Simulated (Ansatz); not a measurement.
# Si2H3F2 radical: basis-set convergence

Aim: see how fast density functionals and correlated methods converge with the basis set for Si2H3F2 radical.

Computed with Ansatz 0.2.0, Gaussian basis. Level: one geometry, several basis sets.

Plan: PBE0-D4/def2-SVP; ωB97M-V/def2-SVP; PBE0-D4/def2-QZVPP; ωB97M-V/def2-QZVPP; CCSD(T)/cc-pV(D+d)Z; CCSD(T)/cc-pV(T+d)Z; CCSD(T)/cc-pV(Q+d)Z; the functionals' def2-TZVPP values are taken from earlier runs.

### Step 1. The geometry

All runs share one geometry, relaxed beforehand with PBE0-D4/def2-TZVP.

SMILES `F[SiH](F)[SiH2]`, 7 atoms, charge 0, spin multiplicity 2.

Atoms are counted from 1 here; the program's logs count them from 0.

Bond lengths: F1–Si2 1.593 Å, Si2–F3 1.592 Å, Si2–Si4 2.324 Å, Si2–H5 1.480 Å, Si4–H6 1.486 Å, Si4–H7 1.486 Å. Angles: F1–Si2–F3 106.3°, F1–Si2–Si4 112.7°, F1–Si2–H5 107.3°, F3–Si2–Si4 108.4°, F3–Si2–H5 108.2°, Si4–Si2–H5 113.6°, Si2–Si4–H6 113.7°, Si2–Si4–H7 115.5°, H6–Si4–H7 111.5°.

### Step 2. PBE0-D4 in def2-SVP

in.yaml reads:

```yaml
crystal:
  periodic: [false, false, false]
  atoms:
    - {symbol: F, position_ang: [-0.375529, -1.578787, 1.205948]}
    - {symbol: Si, position_ang: [0.600416, -0.645392, 0.361046]}
    - {symbol: F, position_ang: [1.259452, -1.577365, -0.748619]}
    - {symbol: Si, position_ang: [-0.517548, 1.089508, -0.706295]}
    - {symbol: H, position_ang: [1.670432, -0.186410, 1.274491]}
    - {symbol: H, position_ang: [-0.987897, 2.155035, 0.217068]}
    - {symbol: H, position_ang: [-1.588127, 0.675408, -1.649340]}
basis:
  gaussian: {orbitals: def2-SVP}
magnetization: {spin_polarized: true, initial_magnetization: 1}
hamiltonian: {xc: pbe0, dispersion: d4}
output: {orbitals: {seedname: orbitals}}
```

Launch:

```console
$ ansatz run in.yaml --threads 2 --pin off --events-out ev --progress --plain --max-ram 22528MiB --backend cpu
```

Further steps of the session: ωB97M-V in def2-SVP; PBE0-D4 in def2-QZVPP; ωB97M-V in def2-QZVPP; CCSD(T) in cc-pV(D+d)Z; CCSD(T) in cc-pV(T+d)Z; CCSD(T) in cc-pV(Q+d)Z.

**Question.** What will the summary of the whole plan be? Wanted: MP2 correlation recovered, cc-pV(D+d)Z; MP2 correlation recovered, cc-pV(T+d)Z; MP2 correlation recovered, cc-pV(Q+d)Z; CCSD(T) limit from def2 sets; PBE0-D4: double and triple zeta above quadruple; ωB97M-V: double and triple zeta above quadruple.

As calculated:

```
                                                  quantity           value
                    MP2 correlation recovered, cc-pV(D+d)Z          65.9 %
                    MP2 correlation recovered, cc-pV(T+d)Z          86.6 %
                    MP2 correlation recovered, cc-pV(Q+d)Z          94.4 %
CCSD(T) limit from def2 sets (earlier runs) minus this one         -14 meV
           PBE0-D4: double and triple zeta above quadruple  13.61, 0.85 eV
           ωB97M-V: double and triple zeta above quadruple  13.70, 0.80 eV
```

In words: PBE0-D4 gains 12.76 eV from double to triple zeta, then 0.85 eV more. In cc-pV(D+d)Z MP2 holds 66 % of its limit, in cc-pV(Q+d)Z 94 %, while Hartree-Fock is within 0.221 eV in the largest set. A limit from the def2 sets, made apart, differs by 14 meV, a least measure of the doubt on such a limit. These are total energies; as a rule much of such shifts cancels in differences, which this series doesn't test.
